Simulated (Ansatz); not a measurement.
IrPt, space group R-3m, a series of slab calculations

With Ansatz 0.2.0, Python API.

The script reads `POSCAR`:
```text
IrPt
1.0
   1.39242490    0.80391689    4.49969692
  -1.39242490    0.80391689    4.49969692
   0.00000000   -1.60783378    4.49969692
Ir Pt
1 1
Direct
   0.00000000    0.00000000    0.00000000
   0.50000000    0.50000000    0.50000000
```

Run as a notebook:

**Cell 1**
```python
import ansatz as az
from ase.build import surface
from ase.io import read
import numpy as np
import pandas as pd

OCCUPATIONS = "gaussian"
FUNCTIONAL = "PBEsol"
KGRID = (7, 7, 1)

atoms = read("POSCAR", format="vasp")
# Miller indices count the vectors of the cell as typed
rows = []
for value in [-0.1, -0.05, 0.0, 0.05, 0.1]:
    slab = surface(atoms, (1, 1, 1), 2, vacuum=8.0)
    slab.pbc = True
    calculation = (
        az.Crystal.from_ase(slab).calculation()
        .occupations(OCCUPATIONS)
        .functional(FUNCTIONAL)
        .kpoints(*KGRID)
        .electric_field(axis=3, dipole_correction=True, amplitude=value)
    )
    data = calculation.run(threads=1).report
    face = data["work_function"]
    rows.append((value, len(slab), data["free_energy_ev"], face["dipole_moment_e_ang"], face.get("phi_plus_ev"), face.get("phi_minus_ev")))
```
Output:
```text
DeckWarning: basis.ecutwfc = 420 eV, auto-derived from the records' recommended cutoffs: set by Ir (normal level)
```

**Cell 2**
```python
print(pd.DataFrame(rows, columns=["field (V/A)", "atoms", "F (eV)", "dipole (e A)", "phi upper (eV)", "phi lower (eV)"]).round(4).to_string(index=False))
print(f"induced dipole per field: {np.polyfit([row[0] for row in rows], [row[3] for row in rows], 1)[0]:.3f} e A^2/V")
```
Output:
```text
 field (V/A)  atoms      F (eV)  dipole (e A)  phi upper (eV)  phi lower (eV)
       -0.10      4 -48363.3448       -0.0396             NaN             NaN
       -0.05      4 -48363.3433       -0.0211             NaN             NaN
        0.00      4 -48363.3427       -0.0024          5.7813          5.7167
        0.05      4 -48363.3430        0.0161             NaN             NaN
        0.10      4 -48363.3443        0.0346             NaN             NaN
induced dipole per field: 0.371 e A^2/V
```

Total energies depend on the potentials; only differences at equal settings carry meaning. A total without «per atom» is that of the whole cell that was run. No spin polarisation was allowed. The mesh is modest for a metal, so energies can be off by several to tens of meV an atom and pressures by half a GPa or more; differences at equal mesh fare better. Spin-orbit coupling, which matters for elements this heavy, is left out. This cell is a computed structure, which may not be the phase found in nature. Warnings are shown shortened and without file and line. The slabs are thin, unrelaxed cuts of the structure as given, on a modest mesh, so the surface energy isn't converged; Miller indices refer to the cell as typed, and unlike faces give only a mean. Wall time of the script: 36 s on 1 thread of Arm Neoverse V1 (shared host), peak memory 0.51 GiB.
